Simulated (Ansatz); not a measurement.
Li3Ag, space group Fm-3m, a check of PAW against all-electron LAPW

Program: the Python package of Ansatz (0.2.0).

Typed at the interpreter:
```pycon
>>> import ansatz as az
>>> import numpy as np
>>> def count_gap(report):
...     # lowest empty less highest filled band, counting bands; zero where they overlap
...     return max(report.get("gap_by_band_count_ev") or 0.0, 0.0)
...
>>> crystal = (
...     az.Lattice.from_parameters(4.528241, 4.528241, 4.528241, alpha=60.0, beta=60.0, gamma=60.0)
...     .atom("Li", [0.25, 0.25, 0.25])
...     .atom("Li", [0.75, 0.75, 0.75])
...     .atom("Li", [0.5, 0.5, 0.5])
...     .atom("Ag", [0.0, 0.0, 0.0])
... )
>>> len(crystal.resolved().sites)
4
>>> calculation = crystal.calculation()
>>> calculation = calculation.kpoints(length=24).occupations("Marzari-Vanderbilt")
>>> calculation = calculation.functional(az.Functional.LDA).stress()
>>> calculation = calculation.forces()
>>> calculation = calculation.band_table()
>>> variants = {
...     "PAW": calculation.pseudopotentials("paw"),
...     "LAPW": calculation.pseudopotentials("all_electron", lapw=True),
... }
>>> # totals differ by the cores that each treatment holds, so compare what does not depend on them
>>> rows = []
>>> for label, variant in variants.items():
...     report = variant.run().report
...     levels = np.array(report["eigenvalues_ev"][0]) - report["fermi_energy_ev"]
...     print(label, "levels at the first k-point near E_F:", np.round(levels[np.abs(levels) < 5], 3))
...     rows.append((label, report["n_electrons"], np.trace(report["stress_gpa"]) / 3, count_gap(report)))
...
DeckWarning: basis.ecutwfc = 420 eV, auto-derived from the records' recommended cutoffs: set by Li (normal level)
PAW levels at the first k-point near E_F: [-4.789 -4.789 -4.789 -4.552 -4.552  3.846  3.846  3.846  4.894  4.894]
LAPW levels at the first k-point near E_F: [-4.791 -4.791 -4.791 -4.554 -4.554  3.845  3.845  3.845  4.898  4.898]
>>> print("     treatment  electrons in bands           P GPa  gap by band count eV")
     treatment  electrons in bands           P GPa  gap by band count eV
>>> for row in rows:
...     print(f"{str(row[0]):>14s}  {row[1]:18.1f}  {row[2]:14.3f}  {row[3]:20.3f}")
...
           PAW                28.0          -2.159                 0.000
          LAPW                28.0          -2.152                 0.000
```

PAW gives -2.159 GPa and LAPW -2.152 GPa, 0.007 GPa apart. They took 2.1 and 8.4 s of processor time.

The computed bands are complete only to about 3.7 eV above the Fermi level. The mesh is modest for a metal, so energies can be off by several to tens of meV an atom and pressures by half a GPa or more; differences at equal mesh fare better. A gap by band count of zero or less means overlapping bands, a metal. This cell is a computed structure, which may not be the phase found in nature. Levels are Kohn-Sham eigenvalues on this mesh, without spin-orbit coupling. Warnings are shown shortened and without file and line. Pressure is positive in compression; the treatments may keep other shells as core, so totals and counts of electrons can differ. Hardware and time: 12 s on 1 thread of Arm Neoverse N1, on a shared host, peak memory 0.42 GiB.
